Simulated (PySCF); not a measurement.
# F2AlOSiH3 in PySCF: atomic charges with SCAN0

Aim: the atomic charges of F2AlOSiH3 with SCAN0.

All numbers are computed with PySCF 2.14.0; they aren't measurements. Logs are shortened: lines on timing, memory, paths and dates and some standing lists are left out, and cuts for length are marked.

### Step 1. The molecule as given

The cell holds a molecule in a box, 8 atoms: a = 13.000 Å, b = 15.000 Å, c = 12.000 Å, α = 90.00°, β = 90.00°, γ = 90.00°.

### Step 2. Atomic charges, SCAN0

File run.py:

```python
import json
import numpy as np
from pyscf.pbc import gto, scf, dft, df

cell = gto.Cell()
cell.basis = '6-31g*'
cell.fromfile('AlSiH3OF2.cif')
cell.exp_to_discard = 0
cell.precision = 1e-08
cell.max_memory = 2520  # MB
cell.verbose = 4
cell.build()

res = {}
kpts = cell.make_kpts([1, 1, 1])
mf = dft.KRKS(cell, kpts, xc='HYB_MGGA_X_SCAN0,MGGA_C_SCAN', exxdiv='ewald')
mf = mf.density_fit()
mf.with_df._cderi = 'cderi.h5'  # three-centre integrals saved by an earlier run on this cell, basis and mesh
mf.conv_tol = 1e-07
mf.max_cycle = 60

mf.kernel()
res.update(converged=bool(mf.converged), e_tot=mf.e_tot, nelec=cell.nelectron, nao=cell.nao, mesh=list(map(int, cell.mesh)), a=cell.lattice_vectors().tolist(), coords=cell.atom_coords().tolist(),
           mo_energy=[np.real(x).tolist() for x in mf.mo_energy], mo_occ=[np.real(x).tolist() for x in mf.mo_occ])
res.update(kpts=cell.get_scaled_kpts(kpts).tolist())
res['parts'] = {k: float(np.real(v)) for k, v in mf.scf_summary.items() if np.isscalar(v)}
json.dump(res, open('results.json', 'w'))
if not mf.converged:
    raise SystemExit('SCF not converged')

print('levels (eV)')
for i, kp in enumerate(res['kpts'][:40]):
    print('k %7.4f %7.4f %7.4f  ' % tuple(kp), ' '.join('%.3f' % (x * 27.211386) for x in res['mo_energy'][i][:33]))

# Mulliken populations
dm, s = np.asarray(mf.make_rdm1()), np.asarray(mf.get_ovlp())
sites = cell.aoslice_by_atom()[:, 2:]
tot = np.einsum('kij,kji->i', dm, s).real / len(kpts)
res['mulliken'] = [cell.atom_charge(i) - tot[a0:a1].sum() for i, (a0, a1) in enumerate(sites)]
print('Mulliken charges', np.round(res['mulliken'], 5))
res['meta_lowdin'] = mf.mulliken_meta()[1].tolist()
res['done'] = True
json.dump(res, open('results.json', 'w'))
```

File AlSiH3OF2.cif:

```cif
data_AlSiH3OF2
_cell_length_a 13.00000000
_cell_length_b 15.00000000
_cell_length_c 12.00000000
_cell_angle_alpha 90.00000000
_cell_angle_beta 90.00000000
_cell_angle_gamma 90.00000000
_space_group_name_H-M_alt 'P1'
_space_group_name_Hall 'P 1'
_space_group_IT_number 1
loop_
_space_group_symop_operation_xyz
'x,y,z'
loop_
_atom_site_label
_atom_site_type_symbol
_atom_site_symmetry_multiplicity
_atom_site_Wyckoff_symbol
_atom_site_fract_x
_atom_site_fract_y
_atom_site_fract_z
_atom_site_occupancy
F1 F 1 a 0.6429500000 0.4158933300 0.6268166700 1
Al1 Al 1 a 0.5650423100 0.4244800000 0.5205000000 1
F2 F 1 a 0.5416192300 0.3346200000 0.4478083300 1
O1 O 1 a 0.5115961500 0.5211800000 0.4874750000 1
Si1 Si 1 a 0.4571576900 0.6150866700 0.4530166700 1
H1 H 1 a 0.4355653800 0.6681800000 0.5548333300 1
H2 H 1 a 0.3590500000 0.5972066700 0.3936416700 1
H3 H 1 a 0.5270576900 0.6662066700 0.3788500000 1
```

Potentials or basis: 6-31g* (all-electron).

The run is started by

```console
> OMP_NUM_THREADS=2 python -u run.py > log
```

The log of the run:

```text
Discarded 0 diffused primitive functions, 0 contracted functions

******** <class 'pyscf.pbc.dft.krks.KRKS'> ********
method = KRKS
initial guess = minao
damping factor = 0
level_shift factor = 0
DIIS = <class 'pyscf.scf.diis.CDIIS'>
diis_start_cycle = 1
diis_space = 8
diis_damp = 0
SCF conv_tol = 1e-07
SCF conv_tol_grad = None
SCF max_cycles = 60
direct_scf = True
direct_scf_tol = 1e-13

******** PBC SCF flags ********
N kpts = 1
Exchange divergence treatment (exxdiv) = ewald
    madelung (= occupied orbital energy shift) = 0.11159636651619638
    Total energy shift due to Ewald probe charge = -1/2 * Nelec*madelung = -3.12469826245
DF object = <pyscf.pbc.df.df.GDF object>
XC functionals = HYB_MGGA_X_SCAN0,MGGA_C_SCAN
small_rho_cutoff = 0
radial grids:
    Treutler-Ahlrichs [JCP 102, 346 (1995); DOI:10.1063/1.469408] (M4) radial grids

becke partition: Becke, JCP 88, 2547 (1988); DOI:10.1063/1.454033
pruning grids: <function nwchem_prune>
grids dens level: 3
symmetrized grids: False
atomic radii adjust function: <function treutler_atomic_radii_adjust>
Set gradient conv threshold to 0.000316228

******** <class 'pyscf.pbc.df.rsdf_builder._RSNucBuilder'> ********
mesh = [47 53 43] (107113 PWs)
ke_cutoff = 16.60719116435846
omega = 0.5126868946495818
exclude_d_aux = False
exclude_dd_block = True
j2c_eig_always = False
has_long_range = True
tot grids = 110389
cell vol = 15791.1027  sum(weights) = 15813.7401
nelec by numeric integration = 56.000001142469145
init E= -809.029214181731
  HOMO = -0.349820426777  LUMO = -0.0891558153062  gap/eV = 7.09305
nelec by numeric integration = 56.000000079297564
cycle= 1 E= -808.50438746895  delta_E= 0.525  |g|= 1.07  |ddm|= 2.56
  HOMO = -0.208959427242  LUMO = 0.0128728770201  gap/eV = 6.03636
nelec by numeric integration = 55.999999291935445
cycle= 2 E= -808.306273759503  delta_E= 0.198  |g|=  1.5  |ddm|= 1.57
  HOMO = -0.335592438844  LUMO = -0.0168404563614  gap/eV = 8.67368
nelec by numeric integration = 55.99999977594888
cycle= 3 E= -808.700684059955  delta_E= -0.394  |g|= 0.0775  |ddm|= 0.963
  HOMO = -0.325177469397  LUMO = -0.0119184559128  gap/eV = 8.52421
nelec by numeric integration = 55.99999974408205
cycle= 4 E= -808.701405919209  delta_E= -0.000722  |g|= 0.0551  |ddm|= 0.0882
  HOMO = -0.327793895628  LUMO = -0.0116267975632  gap/eV = 8.60334
nelec by numeric integration = 55.99999975227961
cycle= 5 E= -808.701932703129  delta_E= -0.000527  |g|= 0.00336  |ddm|= 0.0324
  HOMO = -0.328245366988  LUMO = -0.0118801502213  gap/eV = 8.60874
nelec by numeric integration = 55.99999975366541
cycle= 6 E= -808.701935940733  delta_E= -3.24e-06  |g|= 0.000632  |ddm|= 0.00471
  HOMO = -0.328171132271  LUMO = -0.011919300777  gap/eV = 8.60565
nelec by numeric integration = 55.99999975366949
cycle= 7 E= -808.701936061168  delta_E= -1.2e-07  |g|= 0.000131  |ddm|= 0.000911
  HOMO = -0.328175572231  LUMO = -0.0118982043725  gap/eV = 8.60635
nelec by numeric integration = 55.999999753697296
cycle= 8 E= -808.701936065561  delta_E= -4.39e-09  |g|= 1.67e-05  |ddm|= 0.000155
  HOMO = -0.328175784428  LUMO = -0.0118991763502  gap/eV = 8.60632
nelec by numeric integration = 55.99999975369445
Extra cycle  E= -808.701936065567  delta_E= -6.48e-12  |g|= 1.83e-05  |ddm|= 2.54e-05
converged SCF energy = -808.701936065567
levels (eV)
k  0.0000  0.0000  0.0000   -1812.069 -1537.264 -677.612 -677.608 -526.752 -148.324 -117.522 -101.744 -101.675 -101.673 -76.414 -76.243 -76.241 -33.119 -32.887 -28.258 -15.956 -13.487 -12.547 -12.511 -11.943 -11.702 -11.451 -11.446 -11.165 -10.896 -9.023 -8.930 -0.324 0.960 1.696 3.158 3.167
Mulliken charges [-0.49815  1.37736 -0.49808 -0.73137  0.66165 -0.10329 -0.10373 -0.10438]
 ** Mulliken pop on meta-lowdin orthogonal AOs **
 ** Mulliken pop  **
pop of  0 F 1s            1.99998
pop of  0 F 2s            1.83400
pop of  0 F 3s            0.00188
pop of  0 F 2px           1.87943
pop of  0 F 2py           1.91309
pop of  0 F 2pz           1.86842
pop of  0 F 3px           0.00102
pop of  0 F 3py           0.00047
pop of  0 F 3pz           0.00109
pop of  0 F 3dxy          0.00079
pop of  0 F 3dyz          0.00128
pop of  0 F 3dz^2         0.00241
pop of  0 F 3dxz          0.00326
pop of  0 F 3dx2-y2       0.00115
pop of  1 Al 1s           1.99998
pop of  1 Al 2s           1.99913
pop of  1 Al 3s           0.46320
pop of  1 Al 4s           0.00987
pop of  1 Al 2px          1.99994
pop of  1 Al 2py          1.99994
pop of  1 Al 2pz          1.99995
pop of  1 Al 3px          0.31845
pop of  1 Al 3py          0.37327
pop of  1 Al 3pz          0.32799
pop of  1 Al 4px          0.00587
pop of  1 Al 4py          0.00937
pop of  1 Al 4pz          0.00958
pop of  1 Al 3dxy         0.01022
pop of  1 Al 3dyz         0.00962
pop of  1 Al 3dz^2        0.01120
pop of  1 Al 3dxz         0.00397
pop of  1 Al 3dx2-y2      0.00803
pop of  2 F 1s            1.99998
pop of  2 F 2s            1.83410
pop of  2 F 3s            0.00189
pop of  2 F 2px           1.90206
pop of  2 F 2py           1.86928
pop of  2 F 2pz           1.88949
pop of  2 F 3px           0.00072
pop of  2 F 3py           0.00103
pop of  2 F 3pz           0.00082
pop of  2 F 3dxy          0.00173
pop of  2 F 3dyz          0.00317
pop of  2 F 3dz^2         0.00132
pop of  2 F 3dxz          0.00069
pop of  2 F 3dx2-y2       0.00200
pop of  3 O 1s            1.99997
pop of  3 O 2s            1.60248
pop of  3 O 3s            0.00192
pop of  3 O 2px           1.77213
pop of  3 O 2py           1.65134
pop of  3 O 2pz           1.80693
pop of  3 O 3px           0.00504
pop of  3 O 3py           0.00233
pop of  3 O 3pz           0.00522
pop of  3 O 3dxy          0.00140
pop of  3 O 3dyz          0.00053
pop of  3 O 3dz^2         0.00059
pop of  3 O 3dxz          0.00015
pop of  3 O 3dx2-y2       0.00082
pop of  4 Si 1s           2.00000
pop of  4 Si 2s           1.99990
pop of  4 Si 3s           1.01754
pop of  4 Si 4s           0.00643
pop of  4 Si 2px          1.99994
pop of  4 Si 2py          1.99993
pop of  4 Si 2pz          1.99995
pop of  4 Si 3px          0.76291
pop of  4 Si 3py          0.54321
pop of  4 Si 3pz          0.80937
pop of  4 Si 4px          0.01510
pop of  4 Si 4py          0.01230
pop of  4 Si 4pz          0.01557
pop of  4 Si 3dxy         0.00972
pop of  4 Si 3dyz         0.01537
pop of  4 Si 3dz^2        0.00475
pop of  4 Si 3dxz         0.01198
pop of  4 Si 3dx2-y2      0.01087
pop of  5 H 1s            1.11020
pop of  5 H 2s            0.00231
pop of  6 H 1s            1.11074
pop of  6 H 2s            0.00231
pop of  7 H 1s            1.11036
pop of  7 H 2s            0.00229
 ** Mulliken atomic charges  **
charge of    0F =     -0.50827
charge of    1Al =      1.44042
charge of    2F =     -0.50828
charge of    3O =     -0.85084
charge of    4Si =      0.76517
charge of    5H =     -0.11252
charge of    6H =     -0.11305
charge of    7H =     -0.11265
```

It took 25 s on 2 threads of Intel Xeon at 2.70GHz, shared host; peak memory 1.9 GiB.

Results:

- Free energy: -22005.9007 eV
- Gap between the frontier levels: 8.61 eV
- Meta-löwdin charges: F -0.51; Al +1.44; O -0.85; Si +0.77; H -0.11 e

Caveat: this is a molecule in a periodic box at the Γ point, so its band gap is the HOMO-LUMO gap; population charges move with the basis; the basis of atomic orbitals isn't converged, which shifts pressures, moduli and gaps.
